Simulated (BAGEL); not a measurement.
# C2H4NSi− (SMILES N#CC[SiH2-]): RI-MP2/cc-pVDZ (density fitting with qzvpp-jkfit)

Aim: the energy change on altering one bond length of C2H4NSi− at RI-MP2/cc-pVDZ (density fitting with qzvpp-jkfit), from 2 runs. 

Program for the calculation: BAGEL 1.2.2.

6 further runs of the same task are left out: 2 that didn't finish, 4 set aside as unsound or not needed.

## Step 1: The structure to begin with

The species is C2H4NSi− (8 atoms), meant as a singlet with charge -1. SMILES: `N#CC[SiH2-]`. Geometry: relaxed at GFN2-xTB. This is one conformer, not always the lowest.

Bond lengths: N1–C2 1.155 Å, C2–C3 1.400 Å, C3–Si4 1.969 Å, C3–H5 1.096 Å, C3–H6 1.093 Å, Si4–H7 1.496 Å, Si4–H8 1.485 Å. Angles: N1–C2–C3 177.3°, C2–C3–Si4 110.9°, C2–C3–H5 109.2°, C2–C3–H6 110.2°, Si4–C3–H5 110.5°, Si4–C3–H6 107.1°, C3–Si4–H7 96.6°, C3–Si4–H8 99.6°, H5–C3–H6 108.8°, H7–Si4–H8 100.2°.

## Step 2: A single-point energy at RI-MP2/cc-pVDZ (density fitting with qzvpp-jkfit)

input.json reads:

```json
{ "bagel" : [

{
  "title" : "molecule",
  "basis" : "cc-pvdz.json",
  "df_basis" : "qzvpp-jkfit",
  "angstrom" : true,
  "geometry" : [
    { "atom" : "N", "xyz" : [    1.074570,    0.084650,    2.358550 ] },
    { "atom" : "C", "xyz" : [    0.692590,    0.336440,    1.297840 ] },
    { "atom" : "C", "xyz" : [    0.204010,    0.579900,    0.008390 ] },
    { "atom" : "Si", "xyz" : [   -1.177800,   -0.735930,   -0.478240 ] },
    { "atom" : "H", "xyz" : [    1.035420,    0.546420,   -0.705230 ] },
    { "atom" : "H", "xyz" : [   -0.261840,    1.567640,   -0.038230 ] },
    { "atom" : "H", "xyz" : [   -1.218640,   -0.411890,   -1.937980 ] },
    { "atom" : "H", "xyz" : [   -0.348310,   -1.967210,   -0.505100 ] }
  ]
},
{ "title" : "hf", "charge" : -1 },
{ "title" : "mp2", "charge" : -1, "ncore" : 8 }

]}
```

The basis set cc-pVDZ is read from a file made from the Basis Set Exchange's data (not shown).

On the command line:

```console
$ BAGEL_NUM_THREADS=1 BAGEL input.json > input.out
```

Log:

```text
* using 1 threads per process

  ===============================================================
  ===============================================================

  *** Geometry ***

  { "atom" : "N", "xyz" : [      2.030643,      0.159965,      4.457014 ] },
  { "atom" : "C", "xyz" : [      1.308805,      0.635779,      2.452562 ] },
  { "atom" : "C", "xyz" : [      0.385523,      1.095852,      0.015855 ] },
  { "atom" : "Si", "xyz" : [     -2.225719,     -1.390706,     -0.903743 ] },
  { "atom" : "H", "xyz" : [      1.956660,      1.032584,     -1.332692 ] },
  { "atom" : "H", "xyz" : [     -0.494806,      2.962410,     -0.072244 ] },
  { "atom" : "H", "xyz" : [     -2.302896,     -0.778359,     -3.662251 ] },
  { "atom" : "H", "xyz" : [     -0.658211,     -3.717488,     -0.954501 ] },

  Number of auxiliary basis functions:      427

  Since a DF basis is specified, we compute 2- and 3-index integrals:
    o Being stored without compression. Storage requirement is 0.022 GB

  Number of basis functions:       80
  Number of electrons      :       37

    * METHOD: MOLECULE                             0.18

  *** RHF ***

  === Nuclear Repulsion ===
   128.2816932792

      * DIIS with orbital gradients will be used.

  === RHF iteration (cc-pvdz.json) ===
      0       -421.23365622          0.01519551           0.04
      1       -421.36705217          0.01055752           0.04
      2       -421.41982539          0.00257242           0.04
      3       -421.42366814          0.00105701           0.04
      4       -421.42436842          0.00015175           0.04
      5       -421.42439821          0.00005753           0.04
      6       -421.42440273          0.00002511           0.04
      7       -421.42440359          0.00000884           0.04
      8       -421.42440370          0.00000568           0.04
      9       -421.42440374          0.00000271           0.04
     10       -421.42440376          0.00000101           0.04
     11       -421.42440376          0.00000035           0.04
     12       -421.42440376          0.00000010           0.04
     13       -421.42440376          0.00000005           0.04
     14       -421.42440376          0.00000002           0.04
     15       -421.42440376          0.00000001           0.04
     16       -421.42440376          0.00000000           0.04
    * SCF iteration converged.

    * Permanent dipole moment:
           (   -1.090145,    -1.144525,     0.301451) a.u.

    * METHOD: HF                                   0.81

  *** RHF ***

  === Nuclear Repulsion ===
   128.2816932792

      * DIIS with orbital gradients will be used.

  === RHF iteration (cc-pvdz.json) ===
      0       -421.42440376          0.00000000           0.04
    * SCF iteration converged.

    * Permanent dipole moment:
           (   -1.090145,    -1.144525,     0.301451) a.u.

  === DF-MP2 calculation ===

    * freezing 8 orbitals
    * 3-index integral transformation done
    * assembly done

      MP2 correlation energy:   -0.5251319827      0.03

      MP2 total energy:       -421.9495357408

    * METHOD: MP2                                  0.12

  ===============================================================
```

It took 1.2 s on 1 thread of Arm Neoverse V1, shared host; peak memory 0.1 GiB.

## Step 3: The distorted shape at the same level

mp2.json reads:

```json
{ "bagel" : [

{
  "title" : "molecule",
  "basis" : "cc-pvdz.json",
  "df_basis" : "qzvpp-jkfit",
  "angstrom" : "true",
  "geometry" : [
    { "atom" : "N", "xyz" : [    1.765440,    0.742532,    2.601853 ] },
    { "atom" : "C", "xyz" : [    1.383460,    0.994322,    1.541143 ] },
    { "atom" : "C", "xyz" : [    0.894880,    1.237782,    0.251693 ] },
    { "atom" : "Si", "xyz" : [   -1.177800,   -0.735930,   -0.478240 ] },
    { "atom" : "H", "xyz" : [    1.726290,    1.204302,   -0.461927 ] },
    { "atom" : "H", "xyz" : [    0.429030,    2.225522,    0.205073 ] },
    { "atom" : "H", "xyz" : [   -1.218640,   -0.411890,   -1.937980 ] },
    { "atom" : "H", "xyz" : [   -0.348310,   -1.967210,   -0.505100 ] }
  ]
},
{ "title" : "hf", "charge" : -1 },
{ "title" : "mp2", "charge" : -1, "ncore" : 8 }

]}
```

The basis set cc-pVDZ is read from a file made from the Basis Set Exchange's data (not shown).

On the command line:

```console
$ BAGEL_NUM_THREADS=1 BAGEL mp2.json > mp2.out
```

Log:

```text
* using 1 threads per process

  ===============================================================
  ===============================================================

  *** Geometry ***

  { "atom" : "N", "xyz" : [      3.336198,      1.403182,      4.916790 ] },
  { "atom" : "C", "xyz" : [      2.614361,      1.878996,      2.912338 ] },
  { "atom" : "C", "xyz" : [      1.691078,      2.339069,      0.475631 ] },
  { "atom" : "Si", "xyz" : [     -2.225719,     -1.390706,     -0.903743 ] },
  { "atom" : "H", "xyz" : [      3.262215,      2.275801,     -0.872916 ] },
  { "atom" : "H", "xyz" : [      0.810749,      4.205627,      0.387532 ] },
  { "atom" : "H", "xyz" : [     -2.302896,     -0.778359,     -3.662251 ] },
  { "atom" : "H", "xyz" : [     -0.658211,     -3.717488,     -0.954501 ] },

  Number of auxiliary basis functions:      427

  Since a DF basis is specified, we compute 2- and 3-index integrals:
    o Being stored without compression. Storage requirement is 0.022 GB

  Number of basis functions:       80
  Number of electrons      :       37

    * METHOD: MOLECULE                             0.18

  *** RHF ***

  === Nuclear Repulsion ===
   111.4880520617

      * DIIS with orbital gradients will be used.

  === RHF iteration (cc-pvdz.json) ===
      0       -421.18437141          0.01449110           0.05
      1       -421.31183831          0.01071081           0.04
      2       -421.37123903          0.00240017           0.04
      3       -421.37488682          0.00107015           0.04
      4       -421.37575721          0.00023656           0.04
      5       -421.37586560          0.00011739           0.04
      6       -421.37589767          0.00006224           0.05
      7       -421.37590634          0.00001763           0.04
      8       -421.37590690          0.00001028           0.04
      9       -421.37590701          0.00000364           0.04
     10       -421.37590702          0.00000139           0.04
     11       -421.37590702          0.00000036           0.04
     12       -421.37590702          0.00000015           0.04
     13       -421.37590702          0.00000008           0.04
     14       -421.37590702          0.00000004           0.04
     15       -421.37590702          0.00000002           0.05
     16       -421.37590702          0.00000001           0.04
    * SCF iteration converged.

    * Permanent dipole moment:
           (    0.000438,    -0.229284,     0.912152) a.u.

    * METHOD: HF                                   0.87

  *** RHF ***

  === Nuclear Repulsion ===
   111.4880520617

      * DIIS with orbital gradients will be used.

  === RHF iteration (cc-pvdz.json) ===
      0       -421.37590702          0.00000001           0.04
    * SCF iteration converged.

    * Permanent dipole moment:
           (    0.000438,    -0.229284,     0.912153) a.u.

  === DF-MP2 calculation ===

    * freezing 8 orbitals
    * 3-index integral transformation done
    * assembly done

      MP2 correlation energy:   -0.5222727299      0.03

      MP2 total energy:       -421.8981797479

    * METHOD: MP2                                  0.12

  ===============================================================
```

Run time: 1.3 s. Hardware: 1 thread of Arm Neoverse V1, shared host; peak memory 0.1 GiB.

## Step 4: Outcome

Level: RI-MP2/cc-pVDZ (density fitting with qzvpp-jkfit), 8 core orbitals frozen.

| quantity | value |
| --- | --- |
| first shape: total energy | -421.94954 Eh |
| first shape: correlation energy (8 core orbitals frozen) | -525.1 mEh |
| distorted shape: total energy | -421.89818 Eh |
| distorted shape: correlation energy (8 core orbitals frozen) | -522.3 mEh |
| energy change with the C3–Si4 bond stretched from 1.969 to 2.954 Å | 1.397 eV |

In words: With the C3–Si4 bond stretched from 1.969 to 2.954 Å the energy rises by 1.40 eV (135 kJ/mol). The first shape isn't relaxed at this level, so the change isn't measured from a minimum.
